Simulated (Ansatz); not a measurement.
# TiNi: the cost of one run

All numbers are computed with Ansatz 0.2.0, driven from Python. Level of theory: DFT PBEsol, plane waves, PAW.

## 1. The system

Symmetry: P4/mmm, No. 123, tetragonal system. The conventional cell has a = 2.736 Å, b = 2.736 Å, c = 3.581 Å, α = 90.00°, β = 90.00°, γ = 90.00°. Around Ti (site symmetry 4/mmm) lie 8 Ni at 2.64 Å and 4 Ti at 2.74 Å. Ni (site symmetry 4/mmm) is surrounded by 8 Ti at 2.64 Å and 4 Ni at 2.74 Å.

No structure file is read: the coordinates are typed or built in the script.

## 2. The script

File orders_tini.py:

```python
# -*- coding: utf-8 -*-
"""Ferro, antiferro and non-magnetic states of TiNi."""

import ansatz as az
import numpy as np
from tabulate import tabulate


def count_gap(report):
    # lowest empty less highest filled band, counting bands; zero where they overlap
    return max(report.get("gap_by_band_count_ev") or 0.0, 0.0)

CELL = [
    [2.735803, 0.0, 0.0],
    [0.0, 5.471606, 0.0],
    [0.0, 0.0, 3.58141],
]
ATOMS = [
    ("Ti", [0.5, 0.25, 0.5]),
    ("Ni", [0.0, 0.0, 0.0]),
    ("Ti", [0.5, 0.75, 0.5]),
    ("Ni", [0.0, 0.5, 0.0]),
]


def magnet(moments):
    crystal = az.Crystal(lattice=az.Lattice.of(CELL))
    for (symbol, position), moment in zip(ATOMS, moments):
        crystal = crystal.atom(symbol, position, moment=moment or None)
    return crystal

# starting moments in muB, one an atom
orders = {
    "FM": [0, 1.5, 0, 1.5],
    "AFM": [0, 1.5, 0, -1.5],
}

rows = []
for label, moments in orders.items():
    base = (
        magnet(moments).calculation()
        .occupations("fermi_dirac", width=0.05)
        .kpoints(12, 6, 9)
        .functional("PBEsol")
        .spin("collinear")
        .band_table()
    )
    r = base.run(threads=1).report
    rows.append((label, r["free_energy_ev"], r["magnetization_mub"], r["absolute_magnetization_mub"], max(abs(m) for m in r["site_moments_mub"]), count_gap(r)))
    print(label, "site moments:", [round(m, 2) for m in r["site_moments_mub"]])

# the same cell with no spin polarisation
plain = (
    magnet([0] * len(ATOMS)).calculation()
    .occupations("fermi_dirac", width=0.05)
    .kpoints(12, 6, 9)
    .functional("PBEsol")
    .band_table()
)
r = plain.run(threads=1).report
rows.append(("NM", r["free_energy_ev"], 0.0, 0.0, 0.0, count_gap(r)))

lowest = min(row[1] for row in rows)
rows = [(row[0], 1000 * (row[1] - lowest) / 2, *row[2:]) for row in sorted(rows, key=lambda row: row[1])]
print(tabulate(rows, headers=["order", "meV/magnetic atom", "net muB", "absolute muB", "largest site muB", "gap by band count eV"], floatfmt=".4f", tablefmt="pipe"))
print("lowest of these starts:", rows[0][0])
```

## 3. The input behind the calls

The engine receives this input (first run):

```yaml
crystal:
  lattice:
    - [2.735803, 0.0, 0.0]
    - [0.0, 5.471606, 0.0]
    - [0.0, 0.0, 3.58141]
  atoms:
    - { symbol: Ti, position: [0.5, 0.25, 0.5] }
    - { symbol: Ni, position: [0.0, 0.0, 0.0], spin: 1.5 }
    - { symbol: Ti, position: [0.5, 0.75, 0.5] }
    - { symbol: Ni, position: [0.0, 0.5, 0.0], spin: 1.5 }
kpoints:
  mp_grid:
    grid: [12, 6, 9]
hamiltonian:
  xc: pbesol
magnetization:
  spin_polarized: true
scf:
  occupations:
    method: fermi_dirac
    width: 0.05
output:
  eigenvalues: true
```

## 4. The run

Launch:

```console
> python orders_tini.py
```

Q: Estimate wall time and peak memory on 1 thread of Arm Neoverse V2, shared host.

About 2 min, with a peak of 0.88 GiB.
